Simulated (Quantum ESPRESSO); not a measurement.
# CoSi2 (I4/mmm) in Quantum ESPRESSO: single point with PBEsol

Aim: the single point of CoSi2 with PBEsol.

Program: Quantum ESPRESSO 7.5. These are calculated values, not measurements. Logs are shortened: lines on timing, memory, paths and dates and some standing lists are left out, and cuts for length are marked.

**1. The crystal as given**

Symmetry: I4/mmm, No. 139, tetragonal system. The conventional cell has a = 3.786 Å, b = 3.786 Å, c = 5.301 Å, α = 90.00°, β = 90.00°, γ = 90.00°. Co (site symmetry 4/mmm) has 8 Si at 2.31 Å as nearest neighbours. Si (site symmetry -4m2) is surrounded by 4 Co at 2.31 Å and 2 Si at 2.65 Å.

The cell was built by a generator and needn't be a form met in nature.

**2. Single point, PBEsol**

The input, pw.in:

```
&CONTROL
  calculation = 'scf'
  prefix = 'pwscf'
  outdir = './tmp'
  pseudo_dir = './pseudo'
  tprnfor = .true.
  tstress = .true.
  disk_io = 'nowf'
/
&SYSTEM
  ibrav = 0
  nat = 3
  ntyp = 2
  ecutwfc = 96
  nbnd = 19
  occupations = 'smearing'
  smearing = 'mp'
  degauss = 0.00734986
/
&ELECTRONS
  conv_thr = 6d-10
  electron_maxstep = 120
  mixing_beta = 0.5
/
ATOMIC_SPECIES
Co    58.9332 Co.upf
Si    28.0850 Si.upf
CELL_PARAMETERS angstrom
   0.0000000000    2.6769204000    2.6503636500
   2.6769204000    0.0000000000    2.6503636500
   2.6769204000    2.6769204000    0.0000000000
ATOMIC_POSITIONS crystal
Co     0.0000000000    0.0000000000    0.0000000000
Si     0.2500000000    0.2500000000    0.2500000000
Si     0.7500000000    0.7500000000    0.7500000000
K_POINTS automatic
16 16 16 0 0 0
```

Potentials or basis: PseudoDojo 0.4.1 SR PBEsol standard.

On the command line:

```
> OMP_NUM_THREADS=1 pw.x -in pw.in > pw.out
```

pw.out:

```text
This program is part of the open-source Quantum ESPRESSO suite
     for quantum simulation of materials; please cite
[... 9 lines left out ...]
     --------------------
     sticks:   dense  smooth     PW     G-vecs:    dense   smooth      PW
     Sum        1349    1349    389                32639    32639    5121

     Using Slab Decomposition

     bravais-lattice index     =            0
     lattice parameter (alat)  =       7.1186  a.u.
     unit-cell volume          =     256.3321 (a.u.)^3
     number of atoms/cell      =            3
     number of atomic types    =            2
     number of electrons       =        25.00
     number of Kohn-Sham states=           19
     kinetic-energy cutoff     =      96.0000  Ry
     charge density cutoff     =     384.0000  Ry
     scf convergence threshold =      6.0E-10
     mixing beta               =       0.5000
     number of iterations used =            8  plain     mixing
     Exchange-correlation= PBESOL
                           (   1   4  10   8   0   0   0)

     celldm(1)=   7.118609  celldm(2)=   0.000000  celldm(3)=   0.000000
     celldm(4)=   0.000000  celldm(5)=   0.000000  celldm(6)=   0.000000

     crystal axes: (cart. coord. in units of alat)
               a(1) = (   0.000000   0.710623   0.703573 )
               a(2) = (   0.710623   0.000000   0.703573 )
               a(3) = (   0.710623   0.710623   0.000000 )

     reciprocal axes: (cart. coord. in units 2 pi/alat)
               b(1) = ( -0.703608  0.703608  0.710658 )
               b(2) = (  0.703608 -0.703608  0.710658 )
               b(3) = (  0.703608  0.703608 -0.710658 )

     PseudoPot. # 1 for Co read from file:
     Co.upf
     Pseudo is Norm-conserving + core correction, Zval = 17.0
     Generated using ONCVPSP code by D. R. Hamann
     Using radial grid of 1388 points,  6 beta functions with:
                l(1) =   0
                l(2) =   0
                l(3) =   1
                l(4) =   1
                l(5) =   2
                l(6) =   2

     PseudoPot. # 2 for Si read from file:
     Si.upf
     Pseudo is Norm-conserving + core correction, Zval =  4.0
     Generated using ONCVPSP code by D. R. Hamann
     Using radial grid of 1510 points,  6 beta functions with:
                l(1) =   0
                l(2) =   0
                l(3) =   1
                l(4) =   1
                l(5) =   2
                l(6) =   2

     atomic species   valence    mass     pseudopotential
     Co               17.00    58.93320     Co( 1.00)
     Si                4.00    28.08500     Si( 1.00)

     16 Sym. Ops., with inversion, found

   Cartesian axes

     site n.     atom                  positions (alat units)
         1        Co     tau(   1) = (   0.0000000   0.0000000   0.0000000  )
         2        Si     tau(   2) = (   0.3553115   0.3553115   0.3517865  )
         3        Si     tau(   3) = (   1.0659344   1.0659344   1.0553596  )

     number of k points=   349  Methfessel-Paxton smearing, width (Ry)=  0.0073

     Number of k-points >= 100: set verbosity='high' to print them.

     Dense  grid:    32639 G-vectors     FFT dimensions: (  45,  45,  45)

     Initial potential from superposition of free atoms

     starting charge      24.9985, renormalised to      25.0000
     Starting wfcs are   18 randomized atomic wfcs +    1 random wfcs

     Self-consistent Calculation

     iteration #  1     ecut=    96.00 Ry     beta= 0.50
     Davidson diagonalization with overlap
     ethr =  1.00E-02,  avg # of iterations =  4.5

     total energy              =    -322.42790887 Ry
     estimated scf accuracy    <       0.57000214 Ry

     iteration #  2     ecut=    96.00 Ry     beta= 0.50
     Davidson diagonalization with overlap
     ethr =  2.28E-03,  avg # of iterations =  2.3

     total energy              =    -322.22175687 Ry
     estimated scf accuracy    <       4.47139582 Ry

     iteration #  3     ecut=    96.00 Ry     beta= 0.50
     Davidson diagonalization with overlap
     ethr =  2.28E-03,  avg # of iterations =  2.1

     total energy              =    -322.70580208 Ry
     estimated scf accuracy    <       0.01835194 Ry

     iteration #  4     ecut=    96.00 Ry     beta= 0.50
     Davidson diagonalization with overlap
     ethr =  7.34E-05,  avg # of iterations =  3.7

     total energy              =    -322.71085449 Ry
     estimated scf accuracy    <       0.00290881 Ry

     iteration #  5     ecut=    96.00 Ry     beta= 0.50
     Davidson diagonalization with overlap
     ethr =  1.16E-05,  avg # of iterations =  3.1

     total energy              =    -322.71029483 Ry
     estimated scf accuracy    <       0.00103311 Ry

     iteration #  6     ecut=    96.00 Ry     beta= 0.50
     Davidson diagonalization with overlap
     ethr =  4.13E-06,  avg # of iterations =  2.7

     total energy              =    -322.71054883 Ry
     estimated scf accuracy    <       0.00077196 Ry

     iteration #  7     ecut=    96.00 Ry     beta= 0.50
     Davidson diagonalization with overlap
     ethr =  3.09E-06,  avg # of iterations =  1.2

     total energy              =    -322.71060487 Ry
     estimated scf accuracy    <       0.00002030 Ry

     iteration #  8     ecut=    96.00 Ry     beta= 0.50
     Davidson diagonalization with overlap
     ethr =  8.12E-08,  avg # of iterations =  2.7

     total energy              =    -322.71060893 Ry
     estimated scf accuracy    <       0.00000060 Ry

     iteration #  9     ecut=    96.00 Ry     beta= 0.50
     Davidson diagonalization with overlap
     ethr =  2.40E-09,  avg # of iterations =  3.8

     total energy              =    -322.71060922 Ry
     estimated scf accuracy    <       0.00000028 Ry

     iteration # 10     ecut=    96.00 Ry     beta= 0.50
     Davidson diagonalization with overlap
     ethr =  1.11E-09,  avg # of iterations =  1.0

     total energy              =    -322.71060920 Ry
     estimated scf accuracy    <       0.00000009 Ry

     iteration # 11     ecut=    96.00 Ry     beta= 0.50
     Davidson diagonalization with overlap
     ethr =  3.54E-10,  avg # of iterations =  2.0

     total energy              =    -322.71060921 Ry
     estimated scf accuracy    <          9.9E-10 Ry

     iteration # 12     ecut=    96.00 Ry     beta= 0.50
     Davidson diagonalization with overlap
     ethr =  3.96E-12,  avg # of iterations =  2.2

     End of self-consistent calculation

     Number of k-points >= 100: set verbosity='high' to print the bands.

     the Fermi energy is    13.0918 ev

!    total energy              =    -322.71060921 Ry
     estimated scf accuracy    <          2.4E-11 Ry
     smearing contrib. (-TS)   =      -0.00001568 Ry
     internal energy E=F+TS    =    -322.71059353 Ry

     The total energy is F=E-TS. E is the sum of the following terms:
     one-electron contribution =    -207.47688844 Ry
     hartree contribution      =     117.93659103 Ry
     xc contribution           =     -62.12687491 Ry
     ewald contribution        =    -171.04342121 Ry

     convergence has been achieved in  12 iterations

     Forces acting on atoms (cartesian axes, Ry/au):

     atom    1 type  1   force =     0.00000000   -0.00000000   -0.00000000
     atom    2 type  2   force =    -0.00000000   -0.00000000   -0.00000000
     atom    3 type  2   force =     0.00000000    0.00000000    0.00000000

     Total force =     0.000000     Total SCF correction =     0.000000

     Computing stress (Cartesian axis) and pressure

          total   stress  (Ry/bohr**3)                   (kbar)     P=      -26.20
  -0.00020013   0.00000000   0.00000000          -29.44        0.00        0.00
   0.00000000  -0.00020013   0.00000000            0.00      -29.44        0.00
   0.00000000   0.00000000  -0.00013414            0.00        0.00      -19.73

=------------------------------------------------------------------------------=
   JOB DONE.
=------------------------------------------------------------------------------=
```

Run time: 7.6 min. Hardware: 1 thread of Arm Neoverse V2, shared host; peak memory 0.47 GiB.

Results:

| Item | Value |
| --- | --- |
| Free energy | -4390.7015 eV |
| Pressure | -2.6 GPa |
| Band gap on the k mesh | none (metal or under the smearing width) |

Stress tensor (GPa, compression positive):
```
-2.94  0.00  0.00
 0.00 -2.94  0.00
 0.00  0.00 -1.97
```
